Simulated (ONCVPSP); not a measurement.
**Pseudopotential generation for chlorine: ONCV, BLYP**

Task: generate the file, and judge it by its errors in other configurations, its logarithmic derivatives, its ghosts and its cutoff.

The numbers are computed with ONCVPSP 4.0.1 (BLYP, scalar-relativistic, spin-unpolarised reference atom).

### 1 Starting point

Typed settings, in words:

- element: chlorine (Cl, Z = 17)
- type: optimised norm-conserving Vanderbilt (ONCV)
- frozen core: [Ne]
- valence charge: 7
- reference configuration: 3s2 3p5
- partial waves: 3s: rc 1.10 bohr, ncon 4, nbas 7, qcut 6 1/bohr, 2 projectors, debl 1.1 Ha; 3p: rc 1.15 bohr, ncon 4, nbas 7, qcut 6.1 1/bohr, 2 projectors, debl 2.5 Ha; d scattering state at 0.42 Ha: rc 1.25 bohr, ncon 5, nbas 9, qcut 7.7 1/bohr, 2 projectors, debl 2.8 Ha
- local potential: polynomial inside 0.80 bohr (lpopt 5, dvloc0 0 Ha)
- core correction: Teter function fitted to the true core (icmod 2), fcfact 0.2

The outer shells as boxes (Hund's rule for the drawing; the calculation is spin-unpolarised):

```
[Ne] core
3s [↑↓]
3p [↑↓][↑↓][↑ ]
```

### 2 Generation

The input, Cl.dat:

```
# ATOM AND REFERENCE CONFIGURATION
# atsym  z   nc   nv     iexc    psfile
  Cl 17.00    3    2  -106131      upf
#
#   n    l    f
    1    0    2.00
    2    0    2.00
    2    1    6.00
    3    0    2.00
    3    1    5.00
#
# PSEUDOPOTENTIAL AND OPTIMIZATION
# lmax
    2
#
#   l,   rc,      ep,       ncon, nbas, qcut
    0    1.10    0.00    4    7    6.00
    1    1.15    0.00    4    7    6.10
    2    1.25    0.42    5    9    7.70
#
# LOCAL POTENTIAL
# lloc, lpopt,  rc(5),   dvloc0
    4    5    0.80    0.00
#
# VANDERBILT-KLEINMAN-BYLANDER PROJECTORs
# l, nproj, debl
    0    2    1.10
    1    2    2.50
    2    2    2.80
#
# MODEL CORE CHARGE
# icmod, fcfact, rcfact
    2    0.20    0.65
#
# LOG DERIVATIVE ANALYSIS
# epsh1, epsh2, depsh
   -2.00    5.00    0.02
#
# OUTPUT GRID
# rlmax, drl
    6.00    0.01
#
# TEST CONFIGURATIONS
# ncnf
    4
# nvcnf
#   n    l    f
    2
    3    0    2.00
    3    1    4.00
#
    2
    3    0    2.00
    3    1    3.00
#
    2
    3    0    2.00
    3    1    2.00
#
    2
    3    0    1.00
    3    1    5.00
#
```

The run is started by

```sh
$ oncvpsp.x < Cl.dat > Cl.out
```

Before running it: what results should come out? Wanted: cutoffs for 1 and 0.1 mHa per electron, occupied waves; bound ghosts; GHOST(+) flags; largest test error; largest phase difference near zero energy, channels read; rms error of d²Exc/dn², without and with the model core.

The runs gave:

```
                                                quantity                                                         value
  cutoffs for 1 and 0.1 mHa per electron, occupied waves                                               24 Ha and 96 Ha
                                            bound ghosts                                               s at -222.61 eV
                                          GHOST(+) flags  none at low energy (1 near or above the test basis's cutoff)
                            largest test error (AE − PS)                                          +49 meV, for 3s2 3p2
largest phase difference near zero energy, channels read                                                     0.000 rad
 rms error of d²Exc/dn², without and with the model core                                             2.12 and 0.84 mHa
```

What this shows: A bound ghost (s) makes it unfit for use: electrons can fall into a state that the atom doesn't have. By total energies transferability is fair: the largest error is 49 meV on 77.2 eV, for 3s2 3p2. That test lies far up in energy; among those under 40 eV, nearer to bonding, the largest error is 11 meV. It counts as of middling hardness, with 24 Ha needed at the looser tolerance. The tighter tolerance needs 96 Ha, and converged work needs a cutoff nearer that. At the looser tolerance the 3s wave is the slowest; 3p needs 9 Ha. That counts occupied waves only; other projectors can need more. Near zero energy the phases of the channels with partial waves agree within 0.001 rad.
